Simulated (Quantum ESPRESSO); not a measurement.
TlRu, 2 atoms in the cell. It takes space group F-43m (No. 216, cubic). The conventional cell has a = 6.009 Å, b = 6.009 Å, c = 6.009 Å, α = 90.00°, β = 90.00°, γ = 90.00°. Around Tl (site symmetry -43m) lie 4 Ru at 2.60 Å. Ru (site symmetry -43m) has 4 Tl at 2.60 Å as nearest neighbours. The cell was built by a generator and needn't be a form met in nature.

| Quantity | Value |
| --- | --- |
| Program | Quantum ESPRESSO 7.5 |
| Task | single point |
| Functional | PBE |
| Potentials or basis | SSSP 1.3 efficiency PBE |
| Cutoff | 816 eV |
| Density cutoff | 5987 eV |
| k mesh | 8 × 8 × 8 |
| Occupations | fermi-dirac, width 0.05 eV |
| Spin | no spin polarisation |
| Mixing beta | 0.5 |
| Most SCF iterations | 120 |
| SCF threshold | 4e-10 Ry |

Potentials or basis: SSSP 1.3 efficiency PBE.

Run with:

```sh
$ OMP_NUM_THREADS=1 pw.x -in pw.in > pw.out
```

Hardware: 1 thread of Intel(R) Xeon(R) Platinum 8375C CPU @ 2.90GHz (Ice Lake) (shared host).

Problem. Estimate the wall time of this run.

Solution. It took 36 s on 1 thread of Intel(R) Xeon(R) Platinum 8375C CPU @ 2.90GHz (Ice Lake), on a shared host, peak memory 0.26 GiB. Counts: scf iterations 10, k pools 1, bands 22, k points 29, g dense 57001.
